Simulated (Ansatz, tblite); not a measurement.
# Trans-PtH2(PF3)2 (F₆H₂P₂Pt): one state, many levels

An exercise on one series of results from a longer session: the logs are not shown, and one member is left open.

The runs use Ansatz 0.2.0, Gaussian basis; as each input shows.

Plan: GFN1-xTB, GFN2-xTB, PBE-D4/def2-TZVP, r2SCAN-D4/def2-TZVP, LC-ωPBE/def2-TZVP, LDA/def2-TZVP, HF/def2-TZVP, PBE-D4/def2-SVP, PBE0-D4/def2-SVP, MP2/def2-TZVP, RPA/def2-TZVP.

1 further run of the same task is left out (set aside as unsound or not needed). Runs told in other sessions of the task aren't counted.

## The structure

The geometry is that of the singlet, from an earlier relaxation (PBE-D4/def2-SVP).

11 atoms, charge 0, spin multiplicity 1.

Bond lengths: F1–P7 1.593 Å, F2–P7 1.595 Å, F3–P7 1.593 Å, F4–P8 1.593 Å, F5–P8 1.595 Å, F6–P8 1.593 Å, P7–Pt9 2.215 Å, P8–Pt9 2.215 Å, Pt9–H10 1.660 Å, Pt9–H11 1.660 Å. Angles: F1–P7–F2 98.8°, F1–P7–F3 100.3°, F1–P7–Pt9 116.8°, F2–P7–F3 98.7°, F2–P7–Pt9 121.2°, F3–P7–Pt9 117.2°, F4–P8–F5 98.8°, F4–P8–F6 100.3°, F4–P8–Pt9 116.7°, F5–P8–F6 98.6°, F5–P8–Pt9 121.3°, F6–P8–Pt9 117.2°, P7–Pt9–P8 179.6°, P7–Pt9–H10 85.2°, P7–Pt9–H11 94.8°, P8–Pt9–H10 94.9°, P8–Pt9–H11 85.0°, H10–Pt9–H11 179.9°.

Pt takes a core potential in the def2 sets. No spin-orbit coupling is included.

PBE0-D4/def2-TZVP was run before; its log isn't repeated, and its numbers join the tables.

Set-up of the first run:

Tight binding, by tblite at 300 K electronic temperature and without a spin-polarisation term:

```python
tblite.interface.Calculator('GFN1-xTB', numbers, positions, charge=0, uhf=0).singlepoint()
```

Tight binding, by tblite at 300 K electronic temperature and without a spin-polarisation term:

```python
tblite.interface.Calculator('GFN2-xTB', numbers, positions, charge=0, uhf=0).singlepoint()
```

start.molden holds the orbitals of an earlier run on this state, given as this run's starting guess.

The input, in.yaml:

```yaml
crystal:
  periodic: [false, false, false]
  atoms:
    - {symbol: F, position_ang: [0.237528, 2.934470, 1.391542]}
    - {symbol: F, position_ang: [-1.296442, 3.031909, -0.477987]}
    - {symbol: F, position_ang: [1.081916, 2.951473, -0.903607]}
    - {symbol: F, position_ang: [-1.003447, -2.926937, 1.006462]}
    - {symbol: F, position_ang: [1.327827, -3.039438, 0.365154]}
    - {symbol: F, position_ang: [-0.368017, -2.951384, -1.355031]}
    - {symbol: P, position_ang: [-0.010225, 2.215046, -0.007879]}
    - {symbol: P, position_ang: [0.011091, -2.215126, 0.005705]}
    - {symbol: Pt, position_ang: [0.006338, 0.000016, -0.007369]}
    - {symbol: H, position_ang: [1.581090, 0.149614, 0.496635]}
    - {symbol: H, position_ang: [-1.567680, -0.149654, -0.513646]}
basis:
  gaussian: {orbitals: def2-TZVP, initial_orbitals: start.molden}
hamiltonian: {xc: pbe, dispersion: d4}
scf: {omitted_lower_state_checks: [starts]}
output: {forces: true, orbitals: {seedname: orbitals}}
```

On the command line:

```sh
> ansatz run in.yaml --threads 4 --pin off --events-out ev --progress --plain --max-ram 4787MiB
```

Among the steps run: PBE-D4/def2-TZVP; r2SCAN-D4/def2-TZVP; LC-ωPBE/def2-TZVP; LDA/def2-TZVP; HF/def2-TZVP; PBE-D4/def2-SVP; PBE0-D4/def2-SVP; MP2/def2-TZVP; RPA/def2-TZVP.

One of the session's tables, all rows but one given; the rest of the session is left out.

It belongs to the step «Binding energy». 

```
              level  binding an atom (eV)
       HF/def2-TZVP                 2.341
      LDA/def2-TZVP                 4.604
    PBE-D4/def2-SVP                 3.792
   PBE-D4/def2-TZVP                 3.908
r2SCAN-D4/def2-TZVP                 3.809
   PBE0-D4/def2-SVP                 3.546
  PBE0-D4/def2-TZVP                     ?
  LC-ωPBE/def2-TZVP                 3.730
      MP2/def2-TZVP                 3.846
```

Q: Estimate the row for PBE0-D4/def2-TZVP from the others.

**Answer.** binding an atom (eV): 3.705. In the column «binding an atom (eV)» it lies between PBE0-D4/def2-SVP (3.546) and LC-ωPBE/def2-TZVP (3.730).

Limits of these values: Free atoms were run apart at each level; binding is atoms less cluster, divided by the number of atoms, without zero-point or spin-orbit terms.
